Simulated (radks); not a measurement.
**Excited configurations of Ho⁺**

An exercise on one series of results from a longer session: the logs are not shown, and one member is left open.

Method: Dirac Kohn-Sham, LDA (Slater exchange, Perdew-Wang correlation), spin-unpolarised, spherical densities, finite nucleus; open shells fill j = l - 1/2 first. Code: radks (a radial shooting solver on a logarithmic mesh, Libxc functionals) version 1.

**The system**

| Property | Result |
| --- | --- |
| element | holmium (Z = 67) |
| charge | +1 |
| electrons | 66 |
| configuration | [Xe] 4f11 6s1 |
| nuclear rms radius | 5.2022 fm |

Set-up of the first run:

Input:

```text
Z 67
configuration [Xe] 4f11 6s1
relativity Dirac
functional lda,pw
spin unpolarised
j_filling energy
nucleus finite rms 5.2022 fm
c 137.035999084
```

Steps of the session up to this table: Ground configuration: [Xe] 4f11 6s1.

One of the session's tables, all rows but one given; the rest of the session is left out.

It belongs to the step «Ground configuration: [Xe] 4f11 6s1». Radial moments (bohr):

```
level     <r>  outermost maximum (interpolated)  90 % within  nodes
4d3/2  0.5905                             0.518        0.889      1
4d5/2  0.6017                             0.527        0.906      1
5s1/2   1.277                              1.13         1.85      4
5p1/2   1.443                              1.24         2.13      3
5p3/2       ?                                 ?            ?      ?
4f5/2  0.8401                             0.520         1.47      0
4f7/2  0.8612                             0.526         1.52      0
6s1/2   3.628                              3.17         5.28      5
```

Estimate the missing values for 5p3/2.

**Answer.** <r>: 1.554; outermost maximum (interpolated): 1.33; 90 % within: 2.30; nodes: 3. In the column «<r>» it lies between 5p1/2 (1.443) and 6s1/2 (3.628).

To keep in mind: Spin polarisation and multiplet splitting are left out, so open shells lie too high by an amount that depends on their filling.
